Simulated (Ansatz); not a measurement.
# H₂S with AsH₃: superposition error and deformation, part 2 of 3

Ansatz 0.2.0, Gaussian basis.

## Step 13: CCSD(T)/def2-TZVPPD

The inputs:

a/in.yaml

```yaml
crystal:
  periodic: [false, false, false]
  atoms:
    - {symbol: S, position_ang: [-0.629177, -0.286760, -2.282490]}
    - {symbol: H, position_ang: [-0.463053, 1.019956, -2.027745]}
    - {symbol: H, position_ang: [0.693113, -0.487206, -2.387677]}
basis:
  gaussian: {orbitals: "def2-TZVPPD.json"}
correlation: {method: ccsd_t}
```

b/in.yaml

```yaml
crystal:
  periodic: [false, false, false]
  atoms:
    - {symbol: As, position_ang: [0.252329, 0.440204, 1.322725]}
    - {symbol: H, position_ang: [0.836440, -0.946691, 1.108885]}
    - {symbol: H, position_ang: [0.471092, 0.366865, 2.829368]}
    - {symbol: H, position_ang: [-1.160644, -0.106368, 1.436933]}
basis:
  gaussian: {orbitals: "def2-TZVPPD.json"}
correlation: {method: ccsd_t}
```

The same command starts each run, in its folder.

Launch:

```sh
$ ansatz run in.yaml --threads 2 --pin off --events-out ev --progress --plain --max-ram 5222MiB
```

a printed, cut to the lines that bear on the results:

```text
Functional definition: HF
  name "HF"
  cite "Fock, Z. Phys. 61, 126 (1930) doi:10.1007/BF01340294"
  parent pbe
[...]
470 factors; integrals over basis functions are off by at most 1.1e-3 eV
[...]
mean field -10849.41025703 eV, -398.7084729513 hartree, gradient 4.3e-6 eV, S^2 0.000000; 0 other end points of the search recorded, 0 dependent functions left out
5 core orbitals not correlated: weight in the atoms' cores, before any rotation towards them, 1.000 or more for the frozen orbitals, at most 0.000 for the correlated occupied ones
reference -10849.41025703 eV, -398.7084729513 hartree; 4, 4 occupied and 76, 76 virtual orbitals, 470 factors
second order -5.23555918 eV of doubles, -0.00000000 eV of singles
cycle   1  -5.71352676 eV  change   -4.8e-1 eV  update   4.9e-2
[...]
cycle   8  -5.89287283 eV  change    3.9e-6 eV  update   7.4e-6
perturbative correction -0.22665832 eV, -0.0083295396 hartree
Total energy: -10855.52978818 eV, -398.9333615731 hartree
```

b printed, cut to the lines that bear on the results:

```text
[... 4 set-up lines as earlier in the session ...]
[...]
602 factors; integrals over basis functions are off by at most 8.0e-4 eV
[...]
mean field -60842.80311751 eV, -2235.9317738355 hartree, gradient 2.7e-6 eV, S^2 0.000000; 0 other end points of the search recorded, 0 dependent functions left out
9 core orbitals not correlated: weight in the atoms' cores, before any rotation towards them, 1.000 or more for the frozen orbitals, at most 0.000 for the correlated occupied ones
reference -60842.80311751 eV, -2235.9317738355 hartree; 9, 9 occupied and 87, 87 virtual orbitals, 602 factors
second order -7.86048046 eV of doubles, -0.00000000 eV of singles
cycle   1  -8.03272447 eV  change   -1.7e-1 eV  update   6.8e-2
[...]
cycle   8  -8.34386553 eV  change   -1.6e-5 eV  update   1.8e-5
perturbative correction -0.26768634 eV, -0.0098372916 hartree
Total energy: -60851.41466939 eV, -2236.2482425297 hartree
```

They took 0.6 s (a), 3.1 s (b) on 2 threads of Arm Neoverse V1, shared host; peak memory 0.37 GiB.

## Step 14: Relaxing H₂S alone

relax-a/in.yaml

```yaml
crystal:
  periodic: [false, false, false]
  atoms:
    - {symbol: S, position_ang: [-0.629177, -0.286760, -2.282490]}
    - {symbol: H, position_ang: [-0.463053, 1.019956, -2.027745]}
    - {symbol: H, position_ang: [0.693113, -0.487206, -2.387677]}
basis:
  gaussian: {orbitals: def2-TZVP}
hamiltonian: {xc: pbe0, dispersion: d4}
relax: {f_tol: 0.005, max_steps: 200}
```

Launch:

```sh
$ ansatz run in.yaml --threads 2 --pin off --events-out ev --progress --plain --max-ram 5222MiB
```

What it wrote, cut to the lines that bear on the results:

```text
[... 5 set-up lines as earlier in the session ...]
[...]
359 factors; their error is unknown
[...]
mean field -10864.45045097 eV, -399.2611898842 hartree, gradient 4.9e-5 eV, S^2 0.000000; 0 other end points of the search recorded, 0 dependent functions left out
[...]
reference -10864.45047916 eV, -399.2611909201 hartree; 9, 9 occupied and 40, 40 virtual orbitals, 359 factors
Total energy: -10864.46265867 eV, -399.2616385088 hartree
Atom 0 at    -0.628553    -0.286266    -2.282421 Å, force     0.001603     0.002212     0.000366 eV/Å
Atom 1 at    -0.463965     1.020471    -2.027597 Å, force     0.000586    -0.003570    -0.000747 eV/Å
Atom 2 at     0.693401    -0.488215    -2.387894 Å, force    -0.002188     0.001358     0.000381 eV/Å
Dipole moment:     0.193631     0.143900     0.019453 e Å
```

It took 0.81 s on 2 threads of Arm Neoverse V1, shared host; peak memory 0.37 GiB.

Along the way:

| step | energy from step 1 (eV) | largest force component (eV/Å) |
| --- | --- | --- |
| 1 | 0.0000 | 0.0125 |
| 2 | 0.0000 | 0.0036 |

Close pairs (by a distance rule), those that changed most:

| bond | before (Å) | after (Å) | change (Å) |
| --- | --- | --- | --- |
| S1–H2 | 1.342 | 1.341 | -0.000 |
| S1–H3 | 1.342 | 1.341 | -0.000 |

## Step 15: Relaxing AsH₃ alone

relax-b/in.yaml

```yaml
crystal:
  periodic: [false, false, false]
  atoms:
    - {symbol: As, position_ang: [0.252329, 0.440204, 1.322725]}
    - {symbol: H, position_ang: [0.836440, -0.946691, 1.108885]}
    - {symbol: H, position_ang: [0.471092, 0.366865, 2.829368]}
    - {symbol: H, position_ang: [-1.160644, -0.106368, 1.436933]}
basis:
  gaussian: {orbitals: def2-TZVP}
hamiltonian: {xc: pbe0, dispersion: d4}
relax: {f_tol: 0.005, max_steps: 200}
```

Launch:

```sh
$ ansatz run in.yaml --threads 2 --pin off --events-out ev --progress --plain --max-ram 5222MiB
```

What it wrote, cut to the lines that bear on the results:

```text
[... 5 set-up lines as earlier in the session ...]
[...]
555 factors; their error is unknown
[...]
mean field -60882.34365193 eV, -2237.3848616739 hartree, gradient 5.2e-6 eV, S^2 0.000000; 0 other end points of the search recorded, 0 dependent functions left out
[...]
Total energy: -60882.37107452 eV, -2237.3858694352 hartree
Atom 0 at     0.254273     0.443896     1.321226 Å, force     0.000016    -0.000255    -0.000151 eV/Å
Atom 1 at     0.835555    -0.946616     1.111225 Å, force     0.000082     0.000136    -0.000029 eV/Å
Atom 2 at     0.468511     0.363954     2.825615 Å, force    -0.000018     0.000013     0.000134 eV/Å
Atom 3 at    -1.159122    -0.107224     1.439845 Å, force    -0.000080     0.000106     0.000046 eV/Å
Dipole moment:    -0.017283    -0.056537     0.039527 e Å
```

Wall time 3.4 s (2 threads of Arm Neoverse V1, shared host); peak memory 0.37 GiB.

Step by step:

| step | energy from step 1 (eV) | largest force component (eV/Å) |
| --- | --- | --- |
| 1 | 0.0000 | 0.0703 |
| 2 | -0.0002 | 0.0201 |
| 3 | -0.0002 | 0.0474 |
| 4 | -0.0003 | 0.0055 |
| 5 | -0.0003 | 0.0003 |

Close pairs (by a distance rule), those that changed most:

| bond | before (Å) | after (Å) | change (Å) |
| --- | --- | --- | --- |
| As1–H3 | 1.524 | 1.522 | -0.003 |
| As1–H4 | 1.519 | 1.522 | +0.002 |
| As1–H2 | 1.520 | 1.522 | +0.002 |

## Step 16: PBE-D4/def2-TZVPPD

free-a/in.yaml

```yaml
crystal:
  periodic: [false, false, false]
  atoms:
    - {symbol: S, position_ang: [-0.628553, -0.286266, -2.282421]}
    - {symbol: H, position_ang: [-0.463965, 1.020471, -2.027597]}
    - {symbol: H, position_ang: [0.693401, -0.488215, -2.387894]}
basis:
  gaussian: {orbitals: "def2-TZVPPD.json"}
hamiltonian: {xc: pbe, dispersion: d4}
```

free-b/in.yaml

```yaml
crystal:
  periodic: [false, false, false]
  atoms:
    - {symbol: As, position_ang: [0.254273, 0.443896, 1.321226]}
    - {symbol: H, position_ang: [0.835555, -0.946616, 1.111225]}
    - {symbol: H, position_ang: [0.468511, 0.363954, 2.825615]}
    - {symbol: H, position_ang: [-1.159122, -0.107224, 1.439845]}
basis:
  gaussian: {orbitals: "def2-TZVPPD.json"}
hamiltonian: {xc: pbe, dispersion: d4}
```

Each run has its own folder and the same command.

Launch:

```sh
$ ansatz run in.yaml --threads 2 --pin off --events-out ev --progress --plain --max-ram 5222MiB
```

free-a printed, cut to the lines that bear on the results:

```text
[... 4 set-up lines as earlier in the session ...]
[...]
436 factors; their error is unknown
[...]
mean field -10863.58119765 eV, -399.2292454138 hartree, gradient 3.7e-5 eV, S^2 0.000000; 0 other end points of the search recorded, 0 dependent functions left out
reference -10863.58124740 eV, -399.2292472420 hartree; 9, 9 occupied and 76, 76 virtual orbitals, 436 factors
Total energy: -10863.59628415 eV, -399.2297998326 hartree
```

Log of free-b, cut to the lines that bear on the results:

```text
[... 4 set-up lines as earlier in the session ...]
[...]
584 factors; their error is unknown
[...]
mean field -60880.52069267 eV, -2237.3178691565 hartree, gradient 3.7e-5 eV, S^2 0.000000; 0 other end points of the search recorded, 0 dependent functions left out
reference -60880.52072215 eV, -2237.3178702399 hartree; 18, 18 occupied and 87, 87 virtual orbitals, 584 factors
Total energy: -60880.55394353 eV, -2237.3190911031 hartree
```

Wall times: 0.4 s (free-a), 0.6 s (free-b) on 2 threads of Arm Neoverse V1, shared host; peak memory 0.37 GiB.

## Step 17: r2SCAN-D4/def2-TZVPPD

Each input of step 16 (free-a, free-b) changes in the same lines:

```diff
-hamiltonian: {xc: pbe, dispersion: d4}
+hamiltonian: {xc: r2scan, dispersion: d4}
```

Each run has its own folder and the same command.

Launch:

```sh
$ ansatz run in.yaml --threads 2 --pin off --events-out ev --progress --plain --max-ram 5222MiB
```

Log of free-a, cut to the lines that bear on the results:

```text
[... 5 set-up lines as earlier in the session ...]
[...]
436 factors; their error is unknown
[...]
mean field -10867.55017659 eV, -399.3751026995 hartree, gradient 4.4e-5 eV, S^2 0.000000; 0 other end points of the search recorded, 0 dependent functions left out
reference -10867.55019336 eV, -399.3751033158 hartree; 9, 9 occupied and 76, 76 virtual orbitals, 436 factors
Total energy: -10867.55354163 eV, -399.3752263627 hartree
```

Output in free-b, cut to the lines that bear on the results:

```text
[... 5 set-up lines as earlier in the session ...]
[...]
584 factors; their error is unknown
[...]
mean field -60889.56854519 eV, -2237.6503716036 hartree, gradient 3.1e-5 eV, S^2 0.000000; 0 other end points of the search recorded, 0 dependent functions left out
reference -60889.56855336 eV, -2237.6503719041 hartree; 18, 18 occupied and 87, 87 virtual orbitals, 584 factors
Total energy: -60889.57579844 eV, -2237.6506381560 hartree
```

Times: 0.9 s (free-a), 1.4 s (free-b) on 2 threads of Arm Neoverse V1, shared host; peak memory 0.37 GiB.

## Step 18: PBE0-D4/def2-TZVPPD

The same edit goes into each in.yaml of step 17 (free-a, free-b):

```diff
-hamiltonian: {xc: r2scan, dispersion: d4}
+hamiltonian: {xc: pbe0, dispersion: d4}
+output: {orbitals: {seedname: orbitals}}
```

One command serves all of them, each in its own folder.

Launch:

```sh
$ ansatz run in.yaml --threads 2 --pin off --events-out ev --progress --plain --max-ram 5222MiB
```

free-a printed, cut to the lines that bear on the results:

```text
[... 5 set-up lines as earlier in the session ...]
[...]
474 factors; their error is unknown
[...]
mean field -10864.51342096 eV, -399.2635039887 hartree, gradient 7.0e-6 eV, S^2 0.000000; 0 other end points of the search recorded, 0 dependent functions left out
reference -10864.51345607 eV, -399.2635052787 hartree; 9, 9 occupied and 76, 76 virtual orbitals, 474 factors
Total energy: -10864.52563557 eV, -399.2639528673 hartree
```

free-b printed, cut to the lines that bear on the results:

```text
[... 5 set-up lines as earlier in the session ...]
[...]
614 factors; their error is unknown
[...]
mean field -60882.37618740 eV, -2237.3860573300 hartree, gradient 3.7e-5 eV, S^2 0.000000; 0 other end points of the search recorded, 0 dependent functions left out
reference -60882.37621035 eV, -2237.3860581734 hartree; 18, 18 occupied and 87, 87 virtual orbitals, 614 factors
Total energy: -60882.40329167 eV, -2237.3870533937 hartree
```

Wall times: 0.45 s (free-a), 0.8 s (free-b) on 2 threads of Arm Neoverse V1, shared host; peak memory 0.37 GiB.

## Step 19: B3LYP-D4/def2-TZVPPD

The same edit goes into each in.yaml of step 18 (free-a, free-b):

```diff
-hamiltonian: {xc: pbe0, dispersion: d4}
-output: {orbitals: {seedname: orbitals}}
+hamiltonian: {xc: {name: B3LYP}, dispersion: d4}
```

Each run has its own folder and the same command.

Launch:

```sh
$ ansatz run in.yaml --threads 2 --pin off --events-out ev --progress --plain --max-ram 5222MiB
```

Output in free-a, cut to the lines that bear on the results:

```text
[... 6 set-up lines as earlier in the session ...]
[...]
462 factors; their error is unknown
[...]
mean field -10868.98951658 eV, -399.4279974685 hartree, gradient 9.2e-6 eV, S^2 0.000000; 0 other end points of the search recorded, 0 dependent functions left out
reference -10868.98973135 eV, -399.4280053612 hartree; 9, 9 occupied and 76, 76 virtual orbitals, 462 factors
Total energy: -10869.01416651 eV, -399.4289033367 hartree
```

free-b printed, cut to the lines that bear on the results:

```text
[... 6 set-up lines as earlier in the session ...]
[...]
609 factors; their error is unknown
[...]
mean field -60891.23719199 eV, -2237.7116932428 hartree, gradient 3.9e-5 eV, S^2 0.000000; 0 other end points of the search recorded, 0 dependent functions left out
reference -60891.23738412 eV, -2237.7117003033 hartree; 18, 18 occupied and 87, 87 virtual orbitals, 609 factors
Total energy: -60891.29170443 eV, -2237.7136965380 hartree
```

They took 0.45 s (free-a), 0.8 s (free-b) on 2 threads of Arm Neoverse V1, shared host; peak memory 0.37 GiB.

## Step 20: wB97X-V/def2-TZVPPD

The same edit goes into each in.yaml of step 19 (free-a, free-b):

```diff
-hamiltonian: {xc: {name: B3LYP}, dispersion: d4}
+hamiltonian: {xc: {name: wB97X-V}}
```

Each run has its own folder and the same command.

Launch:

```sh
$ ansatz run in.yaml --threads 2 --pin off --events-out ev --progress --plain --max-ram 5222MiB
```

free-a printed, cut to the lines that bear on the results:

```text
[... 5 set-up lines as earlier in the session ...]
[...]
      + integral(e_c_pw_opposite_spin*poly(b97_u_opposite, cos0, cos1)) + vv10(b, c)
457 factors; their error is unknown
112 factors; integrals over basis functions are off by at most 4.1e-5 eV
[...]
mean field -10866.69280063 eV, -399.3435947143 hartree, gradient 1.5e-5 eV, S^2 0.000000; 0 other end points of the search recorded, 0 dependent functions left out
reference -10866.69279842 eV, -399.3435946328 hartree; 9, 9 occupied and 76, 76 virtual orbitals, 457 factors
Total energy: -10866.69279842 eV, -399.3435946328 hartree
```

Log of free-b, cut to the lines that bear on the results:

```text
[... 5 set-up lines as earlier in the session ...]
[...]
      + integral(e_c_pw_opposite_spin*poly(b97_u_opposite, cos0, cos1)) + vv10(b, c)
602 factors; their error is unknown
154 factors; integrals over basis functions are off by at most 1.7e-5 eV
[...]
mean field -60884.23922998 eV, -2237.4545228823 hartree, gradient 3.5e-5 eV, S^2 0.000000; 0 other end points of the search recorded, 0 dependent functions left out
reference -60884.23922856 eV, -2237.4545228301 hartree; 18, 18 occupied and 87, 87 virtual orbitals, 602 factors
Total energy: -60884.23922856 eV, -2237.4545228301 hartree
```

Times: 1.4 s (free-a), 2.3 s (free-b) on 2 threads of Arm Neoverse V1, shared host; peak memory 0.37 GiB.

## Step 21: wB97M-V/def2-TZVPPD

The same edit goes into each in.yaml of step 20 (free-a, free-b):

```diff
-hamiltonian: {xc: {name: wB97X-V}}
+hamiltonian: {xc: {name: wB97M-V}}
```

One command serves all of them, each in its own folder.

Launch:

```sh
$ ansatz run in.yaml --threads 2 --pin off --events-out ev --progress --plain --max-ram 5222MiB
```

free-a printed, cut to the lines that bear on the results:

```text
[... 5 set-up lines as earlier in the session ...]
  # Of w^i u^j: cxij and so on, Table III.
[...]
  gx(w, u) = 1 - cx + cx01*u + cx10*w
[...]
      + integral(e_c_pw_mod_opposite_spin*gos(b97_w_opposite, b97_u_opposite)) + vv10(b, c)
436 factors; their error is unknown
112 factors; integrals over basis functions are off by at most 4.1e-5 eV
[...]
mean field -10867.54430772 eV, -399.3748870225 hartree, gradient 1.7e-5 eV, S^2 0.000000; 0 other end points of the search recorded, 0 dependent functions left out
reference -10867.54436679 eV, -399.3748891934 hartree; 9, 9 occupied and 76, 76 virtual orbitals, 436 factors
Total energy: -10867.54436679 eV, -399.3748891934 hartree
```

Output in free-b, cut to the lines that bear on the results:

```text
[... 5 set-up lines as earlier in the session ...]
  # Of w^i u^j: cxij and so on, Table III.
[...]
  gx(w, u) = 1 - cx + cx01*u + cx10*w
[...]
      + integral(e_c_pw_mod_opposite_spin*gos(b97_w_opposite, b97_u_opposite)) + vv10(b, c)
595 factors; their error is unknown
154 factors; integrals over basis functions are off by at most 1.7e-5 eV
[...]
mean field -60886.06676382 eV, -2237.5216835120 hartree, gradient 3.7e-5 eV, S^2 0.000000; 0 other end points of the search recorded, 0 dependent functions left out
reference -60886.06679882 eV, -2237.5216847982 hartree; 18, 18 occupied and 87, 87 virtual orbitals, 595 factors
Total energy: -60886.06679882 eV, -2237.5216847982 hartree
```

Wall times: 1.4 s (free-a), 2.5 s (free-b) on 2 threads of Arm Neoverse V1, shared host; peak memory 0.37 GiB.

## Step 22: B2PLYP/def2-TZVPPD

The same edit goes into each in.yaml of step 21 (free-a, free-b):

```diff
-hamiltonian: {xc: {name: wB97M-V}}
+hamiltonian: {xc: {name: B2PLYP}}
```

Each run has its own folder and the same command.

Launch:

```sh
$ ansatz run in.yaml --threads 2 --pin off --events-out ev --progress --plain --max-ram 5222MiB
```

free-a printed, cut to the lines that bear on the results:

```text
[... 5 set-up lines as earlier in the session ...]
[...]
471 factors; integrals over basis functions are off by at most 1.1e-3 eV
[...]
mean field -10863.12942583 eV, -399.2126431058 hartree, gradient 4.0e-6 eV, S^2 0.000000; 0 other end points of the search recorded, 0 dependent functions left out
5 core orbitals not correlated: weight in the atoms' cores, before any rotation towards them, 1.000 or more for the frozen orbitals, at most 0.000 for the correlated occupied ones
reference -10863.12955698 eV, -399.2126479252 hartree; 4, 4 occupied and 76, 76 virtual orbitals, 471 factors
second order -6.41019617 eV of doubles, -0.00000000 eV of singles
Total energy: -10864.86030994 eV, -399.2762519236 hartree
```

Output in free-b, cut to the lines that bear on the results:

```text
[... 5 set-up lines as earlier in the session ...]
[...]
602 factors; integrals over basis functions are off by at most 8.0e-4 eV
[...]
mean field -60877.06312972 eV, -2237.1908060619 hartree, gradient 8.8e-6 eV, S^2 0.000000; 0 other end points of the search recorded, 0 dependent functions left out
9 core orbitals not correlated: weight in the atoms' cores, before any rotation towards them, 1.000 or more for the frozen orbitals, at most 0.000 for the correlated occupied ones
reference -60877.06325472 eV, -2237.1908106553 hartree; 9, 9 occupied and 87, 87 virtual orbitals, 602 factors
second order -9.50612551 eV of doubles, -0.00000000 eV of singles
Total energy: -60879.62990860 eV, -2237.2851334459 hartree
```

Wall times: 0.7 s (free-a), 1.3 s (free-b) on 2 threads of Arm Neoverse V1, shared host; peak memory 0.37 GiB.

## Step 23: BLYP-D4/def2-TZVPPD

Each input of step 22 (free-a, free-b) changes in the same lines:

```diff
-hamiltonian: {xc: {name: B2PLYP}}
+hamiltonian: {xc: {name: BLYP}, dispersion: d4}
```

One command serves all of them, each in its own folder.

Launch:

```sh
$ ansatz run in.yaml --threads 2 --pin off --events-out ev --progress --plain --max-ram 5222MiB
```

Output in free-a, cut to the lines that bear on the results:

```text
[... 4 set-up lines as earlier in the session ...]
[...]
436 factors; their error is unknown
[...]
mean field -10868.25269284 eV, -399.4009196957 hartree, gradient 2.5e-5 eV, S^2 0.000000; 0 other end points of the search recorded, 0 dependent functions left out
reference -10868.25298162 eV, -399.4009303082 hartree; 9, 9 occupied and 76, 76 virtual orbitals, 436 factors
Total energy: -10868.28867358 eV, -399.4022419635 hartree
```

Output in free-b, cut to the lines that bear on the results:

```text
[... 4 set-up lines as earlier in the session ...]
[...]
584 factors; their error is unknown
[...]
mean field -60891.03212154 eV, -2237.7041570426 hartree, gradient 2.0e-5 eV, S^2 0.000000; 0 other end points of the search recorded, 0 dependent functions left out
reference -60891.03237014 eV, -2237.7041661786 hartree; 18, 18 occupied and 87, 87 virtual orbitals, 584 factors
Total energy: -60891.11002906 eV, -2237.7070200910 hartree
```

Wall times: 0.45 s (free-a), 0.85 s (free-b) on 2 threads of Arm Neoverse V1, shared host; peak memory 0.37 GiB.

## Step 24: revPBE-D4/def2-TZVPPD

The same edit goes into each in.yaml of step 23 (free-a, free-b):

```diff
-hamiltonian: {xc: {name: BLYP}, dispersion: d4}
+hamiltonian: {xc: {name: revPBE}, dispersion: d4}
```

Each run has its own folder and the same command.

Launch:

```sh
$ ansatz run in.yaml --threads 2 --pin off --events-out ev --progress --plain --max-ram 5222MiB
```

free-a printed, cut to the lines that bear on the results:

```text
[... 4 set-up lines as earlier in the session ...]
[...]
436 factors; their error is unknown
[...]
mean field -10866.46108286 eV, -399.3350792432 hartree, gradient 4.5e-5 eV, S^2 0.000000; 0 other end points of the search recorded, 0 dependent functions left out
reference -10866.46114584 eV, -399.3350815576 hartree; 9, 9 occupied and 76, 76 virtual orbitals, 436 factors
Total energy: -10866.52142578 eV, -399.3372968048 hartree
```

free-b printed, cut to the lines that bear on the results:

```text
[... 4 set-up lines as earlier in the session ...]
[...]
584 factors; their error is unknown
[...]
mean field -60885.10027664 eV, -2237.4861657633 hartree, gradient 1.3e-5 eV, S^2 0.000000; 0 other end points of the search recorded, 0 dependent functions left out
reference -60885.10031302 eV, -2237.4861671003 hartree; 18, 18 occupied and 87, 87 virtual orbitals, 584 factors
Total energy: -60885.22158831 eV, -2237.4906238849 hartree
```

They took 0.4 s (free-a), 0.65 s (free-b) on 2 threads of Arm Neoverse V1, shared host; peak memory 0.37 GiB.

[end of part 2 of 3]
